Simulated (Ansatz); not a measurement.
# AsH₃SSi: functionals against CCSD(T) at one geometry

An exercise on one series of results from a longer session: the logs are not shown, and one member is left open.

Computed with Ansatz 0.2.0, Gaussian basis. Level: single points in def2-TZVPP.

Cores are frozen in the correlated methods. Filled d shells of the heavier atoms are correlated.

### Starting geometry

SMILES `[SiH2]1S[AsH]1`, 6 atoms, charge 0, spin multiplicity 1.

Atoms are counted from 1 here; the program's logs count them from 0.

Bond lengths: Si1–S2 2.273 Å, Si1–As3 2.234 Å, Si1–H4 1.608 Å, Si1–H5 1.526 Å, S2–As3 2.351 Å, As3–H6 1.493 Å. Angles: S2–Si1–As3 62.9°, S2–Si1–H4 112.3°, S2–Si1–H5 109.7°, As3–Si1–H4 117.9°, As3–Si1–H5 128.5°, H4–Si1–H5 111.9°, Si1–S2–As3 57.8°, Si1–As3–S2 59.4°, Si1–As3–H6 95.2°, S2–As3–H6 99.8°.

Geometry (Å):

```mol
AsH3SSi
  3D, bonds by distance, orders not assigned

  6  6  0  0  0  0  0  0  0  0999 V2000
   -0.5465    0.1396   -0.4805 Si  0  0
    1.1997   -1.3074   -0.3294 S   0  0
    0.1579   -0.3960    1.5712 As  0  0
   -1.8811   -0.5715   -1.0262 H   0  0
   -0.1485    1.3373   -1.3381 H   0  0
    0.9880    0.8309    1.7536 H   0  0
  1  2  8  0
  1  3  8  0
  1  4  8  0
  1  5  8  0
  2  3  8  0
  3  6  8  0
M  END
```

The first run:

File run/in.yaml:

```yaml
crystal:
  periodic: [false, false, false]
  atoms:
    - {symbol: Si, position_ang: [-0.546500, 0.139600, -0.480500]}
    - {symbol: S, position_ang: [1.199700, -1.307400, -0.329400]}
    - {symbol: As, position_ang: [0.157900, -0.396000, 1.571200]}
    - {symbol: H, position_ang: [-1.881100, -0.571500, -1.026200]}
    - {symbol: H, position_ang: [-0.148500, 1.337300, -1.338100]}
    - {symbol: H, position_ang: [0.988000, 0.830900, 1.753600]}
basis:
  gaussian: {orbitals: def2-TZVPP}
correlation: {method: ccsd_t}
output: {forces: true}
```

The command line of these runs was not kept.

Steps of the session up to this table: CCSD(T)/def2-TZVPP; PBE0-D4/def2-TZVPP; wB97M-V/def2-TZVPP; r2SCAN-D4/def2-TZVPP; PBE-D4/def2-TZVPP; revPBE-D4/def2-TZVPP; wB97X-V/def2-TZVPP.

One table of the session follows, with a row left open; its other results are not shown here.

| method | RMS force component (eV/Å) | angle to CCSD(T) forces (°) | dipole (D) |
| --- | --- | --- | --- |
| CCSD(T) | 0.998 | reference | 2.18 |
| PBE0-D4 | ? | ? | ? |
| wB97M-V | 1.032 | 6.2 | 2.33 |
| r2SCAN-D4 | 0.986 | 5.3 | 2.18 |
| PBE-D4 | 0.951 | 10.5 | 2.05 |
| revPBE-D4 | 0.955 | 11.9 | 2.04 |
| wB97X-V | 1.047 | 9.9 | 2.43 |

**Question.** Estimate the row for PBE0-D4.

**Answer.** RMS force component (eV/Å): 1.005; angle to CCSD(T) forces (°): 7.2; dipole (D): 2.25. In the column «RMS force component (eV/Å)» it lies between CCSD(T) (0.998) and wB97M-V (1.032).
